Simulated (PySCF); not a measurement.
**GePb+: bond curves at several levels of theory**

An exercise on one series of results from a longer session: the logs are not shown, and one member is left open.

Computed with PySCF 2.14.0. Level: Ge cc-pVDZ-PP with ECP10, Pb cc-pVDZ-PP with ECP60, scalar-relativistic core potentials.

Set-up of the first run:

The job is set up so:

```yaml
atoms: Ge, Pb
charge: 1
basis: Ge cc-pVDZ-PP with ECP10, Pb cc-pVDZ-PP with ECP60
Hamiltonian: scalar-relativistic core potentials
basis_functions: 46
electrons_treated: 43
masses_in_u: 73.9212, 207.9766
levels: PBE0, PBE, r²SCAN, B3LYP, revPBE, M06-L, CAM-B3LYP, HF, MP2, SCS-MP2, CCSD, CCSD(T)
grid: 80 radial by 434 angular points
occupations: held fixed by the projection of orbital angular momentum
dissociation_limit: Ge + Pb+, each in its ground configuration
starting_distance_in_angstrom: 2.655
values_of_2S_to_try: 1, 3
```

The run is started by

```sh
OMP_NUM_THREADS=1 python dia.py task.json out
```

Among the steps run: The job; PBE0 along the bond; Excited determinants; PBE (GGA); r²SCAN; B3LYP; revPBE (GGA); M06-L (meta-GGA); CAM-B3LYP (range-separated hybrid); UHF (mean field); Adding correlation.

One of the session's tables, all rows but one given; the rest of the session is left out.

It belongs to the step «The curves together». Energy (eV) from each level's lowest point:

```
R (Å)    UHF  UHF-MP2  UHF-SCS-MP2  UHF-CCSD  UHF-CCSD(T)
2.312  0.783    0.771        0.727       n/a          n/a
2.420  0.328    0.323        0.288     0.372        0.389
2.528  0.089    0.088        0.066     0.118        0.129
2.608  0.013    0.013        0.001     0.028        0.034
2.689  0.000    0.000        0.000     0.000        0.000
2.770  0.036    0.034        0.047     0.019        0.012
2.877      ?        ?            ?         ?            ?
3.012  0.323    0.318        0.370     0.244        0.210
3.173  0.578    0.655        0.684     0.468        0.404
3.388  0.854    1.233        1.123       n/a          n/a
```

Estimate the missing values for R (Å) = 2.877.

Worked estimate for «UHF». A straight line through the neighbours (2.770, 0.036) and (3.012, 0.323) gives 0.036 + (0.323 − 0.036) × (2.877 − 2.770) / (3.012 − 2.770) = 0.163; a parabola fitted to 4 rows on both sides gives 0.147.

The run gave: UHF: 0.139; UHF-MP2: 0.133; UHF-SCS-MP2: 0.165; UHF-CCSD: 0.095; UHF-CCSD(T): 0.077. In «UHF» the line misses by +0.024 and the parabola by +0.008.
